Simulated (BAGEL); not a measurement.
# CH3CuS (SMILES C[S][Cu]) at RI-MP2/cc-pVDZ (density fitting with qzvpp-jkfit)

What is the energy change on altering one bond length of CH3CuS at RI-MP2/cc-pVDZ (density fitting with qzvpp-jkfit)? 

The results are computed with BAGEL 1.2.2.

9 further runs of the same task are left out: 6 that didn't finish, 3 set aside as unsound or not needed. Runs told in other sessions of the task aren't counted.

## (1) The structure to begin with

CH3CuS: 6 atoms, total charge 0, spin state singlet. As SMILES, `C[S][Cu]`. The coordinates come from a PBE0-D4/def2-TZVP relaxation.

Bond lengths: C1–S2 1.819 Å, S2–Cu3 2.119 Å, C1–H4 1.092 Å, C1–H5 1.089 Å, C1–H6 1.089 Å. Angles: C1–S2–Cu3 104.2°, S2–C1–H4 106.3°, S2–C1–H5 112.1°, S2–C1–H6 112.0°, H4–C1–H5 108.3°, H4–C1–H6 108.3°, H5–C1–H6 109.7°.

## (2) A single-point energy at RI-MP2/cc-pVDZ (density fitting with qzvpp-jkfit)

The input, calc.json:

```json
{ "bagel": [

{
  "title": "molecule",
  "basis": "cc-pvdz.json",
  "df_basis": "qzvpp-jkfit",
  "angstrom": "true",
  "geometry": [
    { "atom": "C", "xyz": [   -0.361000,    0.349400,   -0.319400 ] },
    { "atom": "S", "xyz": [    0.131700,   -1.355400,    0.081400 ] },
    { "atom": "Cu", "xyz": [    1.727000,   -1.126700,    1.456800 ] },
    { "atom": "H", "xyz": [   -1.184100,    0.271400,   -1.032500 ] },
    { "atom": "H", "xyz": [    0.446800,    0.908800,   -0.789900 ] },
    { "atom": "H", "xyz": [   -0.718300,    0.888500,    0.557300 ] }
  ]
},
{
  "title": "hf"
},
{
  "title": "mp2",
  "ncore": 11
}

]}
```

The basis set cc-pVDZ is read from a file made from the Basis Set Exchange's data (not shown).

The run is started by

```
BAGEL_NUM_THREADS=1 BAGEL calc.json > calc.out
```

What it wrote:

```text
* using 1 threads per process

  ===============================================================
  ===============================================================

  *** Geometry ***

  { "atom" : "C", "xyz" : [     -0.682191,      0.660270,     -0.603579 ] },
  { "atom" : "S", "xyz" : [      0.248877,     -2.561335,      0.153824 ] },
  { "atom" : "Cu", "xyz" : [      3.263557,     -2.129154,      2.752953 ] },
  { "atom" : "H", "xyz" : [     -2.237625,      0.512872,     -1.951142 ] },
  { "atom" : "H", "xyz" : [      0.844330,      1.717383,     -1.492695 ] },
  { "atom" : "H", "xyz" : [     -1.357390,      1.679022,      1.053144 ] },

  Number of auxiliary basis functions:      521

  Since a DF basis is specified, we compute 2- and 3-index integrals:
    o Being stored without compression. Storage requirement is 0.034 GB

  Number of basis functions:       90
  Number of electrons      :       54

    * METHOD: MOLECULE                             0.30

  *** RHF ***

  === Nuclear Repulsion ===
   206.5998059221

      * DIIS with orbital gradients will be used.

  === RHF iteration (cc-pvdz.json) ===
      0      -2075.44981288          0.04195620           0.09
      1      -2071.69329335          0.12838384           0.10
      2      -2076.10996463          0.00513273           0.10
      3      -2076.12682638          0.00170679           0.10
      4      -2076.12928551          0.00062562           0.10
      5      -2076.13022418          0.00030177           0.10
      6      -2076.13047381          0.00013316           0.11
      7      -2076.13052900          0.00006246           0.11
      8      -2076.13054165          0.00002220           0.11
      9      -2076.13054336          0.00001298           0.10
     10      -2076.13054372          0.00000699           0.11
     11      -2076.13054375          0.00000146           0.10
     12      -2076.13054376          0.00000057           0.10
     13      -2076.13054376          0.00000028           0.11
     14      -2076.13054376          0.00000014           0.09
     15      -2076.13054376          0.00000007           0.09
     16      -2076.13054376          0.00000004           0.09
     17      -2076.13054376          0.00000002           0.09
     18      -2076.13054376          0.00000001           0.09
     19      -2076.13054376          0.00000000           0.09
    * SCF iteration converged.

    * Permanent dipole moment:
           (   -1.500140,    -0.624454,    -1.298764) a.u.

    * METHOD: HF                                   2.24

  *** RHF ***

  === Nuclear Repulsion ===
   206.5998059221

      * DIIS with orbital gradients will be used.

  === RHF iteration (cc-pvdz.json) ===
      0      -2076.13054376          0.00000000           0.09
    * SCF iteration converged.

    * Permanent dipole moment:
           (   -1.500140,    -0.624454,    -1.298764) a.u.

  === DF-MP2 calculation ===

    * freezing 11 orbitals
    * 3-index integral transformation done
    * assembly done

      MP2 correlation energy:   -0.9642828934      0.06

      MP2 total energy:       -2077.0948266501

    * METHOD: MP2                                  0.25

  ===============================================================
```

Wall time 3 s (1 thread of Arm Neoverse V2, shared host).

## (3) The distorted shape

The input, input.json:

```json
{ "bagel": [

{
  "title": "molecule",
  "basis": "cc-pvdz.json",
  "df_basis": "qzvpp-jkfit",
  "angstrom": true,
  "geometry": [
    { "atom": "C", "xyz": [      -0.434916,       0.605159,      -0.379529 ] },
    { "atom": "S", "xyz": [       0.131700,      -1.355400,       0.081400 ] },
    { "atom": "Cu", "xyz": [       1.727000,      -1.126700,       1.456800 ] },
    { "atom": "H", "xyz": [      -1.258016,       0.527159,      -1.092629 ] },
    { "atom": "H", "xyz": [       0.372884,       1.164559,      -0.850029 ] },
    { "atom": "H", "xyz": [      -0.792216,       1.144259,       0.497171 ] }
  ]
},

{ "title": "hf", "charge": 0 },

{ "title": "mp2", "charge": 0, "ncore": 11 }

]}
```

The basis set cc-pVDZ is read from a file made from the Basis Set Exchange's data (not shown).

The run is started by

```
BAGEL_NUM_THREADS=1 BAGEL input.json > input.out
```

What it wrote:

```text
* using 1 threads per process

  ===============================================================
  ===============================================================

  *** Geometry ***

  { "atom" : "C", "xyz" : [     -0.821872,      1.143585,     -0.717206 ] },
  { "atom" : "S", "xyz" : [      0.248877,     -2.561335,      0.153824 ] },
  { "atom" : "Cu", "xyz" : [      3.263557,     -2.129154,      2.752953 ] },
  { "atom" : "H", "xyz" : [     -2.377306,      0.996186,     -2.064770 ] },
  { "atom" : "H", "xyz" : [      0.704649,      2.200698,     -1.606322 ] },
  { "atom" : "H", "xyz" : [     -1.497071,      2.162336,      0.939517 ] },

  Number of auxiliary basis functions:      521

  Since a DF basis is specified, we compute 2- and 3-index integrals:
    o Being stored without compression. Storage requirement is 0.034 GB

  Number of basis functions:       90
  Number of electrons      :       54

    * METHOD: MOLECULE                             0.32

  *** RHF ***

  === Nuclear Repulsion ===
   199.3340209041

      * DIIS with orbital gradients will be used.

  === RHF iteration (cc-pvdz.json) ===
      0      -2075.43161922          0.04200237           0.10
      1      -2071.39996522          0.13216012           0.10
      2      -2076.09005920          0.00559817           0.10
      3      -2076.10933829          0.00189925           0.09
      4      -2076.11223030          0.00067334           0.10
      5      -2076.11325091          0.00031513           0.10
      6      -2076.11351832          0.00014102           0.08
      7      -2076.11357865          0.00006327           0.10
      8      -2076.11359183          0.00002373           0.10
      9      -2076.11359370          0.00001430           0.09
     10      -2076.11359416          0.00000652           0.11
     11      -2076.11359421          0.00000235           0.10
     12      -2076.11359421          0.00000068           0.09
     13      -2076.11359422          0.00000032           0.11
     14      -2076.11359422          0.00000015           0.10
     15      -2076.11359422          0.00000007           0.09
     16      -2076.11359422          0.00000003           0.10
     17      -2076.11359422          0.00000002           0.10
     18      -2076.11359422          0.00000001           0.09
    * SCF iteration converged.

    * Permanent dipole moment:
           (   -1.484769,    -0.679632,    -1.286358) a.u.

    * METHOD: HF                                   2.16

  *** RHF ***

  === Nuclear Repulsion ===
   199.3340209041

      * DIIS with orbital gradients will be used.

  === RHF iteration (cc-pvdz.json) ===
      0      -2076.11359422          0.00000001           0.09
    * SCF iteration converged.

    * Permanent dipole moment:
           (   -1.484769,    -0.679632,    -1.286358) a.u.

  === DF-MP2 calculation ===

    * freezing 11 orbitals
    * 3-index integral transformation done
    * assembly done

      MP2 correlation energy:   -0.9652597963      0.06

      MP2 total energy:       -2077.0788540120

    * METHOD: MP2                                  0.28

  ===============================================================
```

Run time: 2.9 s. Hardware: 1 thread of Arm Neoverse V2, shared host.

## (4) Summary of results

At RI-MP2/cc-pVDZ (density fitting with qzvpp-jkfit), 11 core orbitals frozen:

| quantity | value |
| --- | --- |
| first shape: total energy | -2077.09483 Eh |
| first shape: correlation energy (11 core orbitals frozen) | -964.3 mEh |
| distorted shape: total energy | -2077.07885 Eh |
| distorted shape: correlation energy (11 core orbitals frozen) | -965.3 mEh |
| energy change with the C1–S2 bond stretched from 1.819 to 2.092 Å | 0.435 eV |

With the C1–S2 bond stretched from 1.819 to 2.092 Å the energy rises by 0.43 eV (41.9 kJ/mol). The first shape isn't relaxed at this level, so the change isn't measured from a minimum.
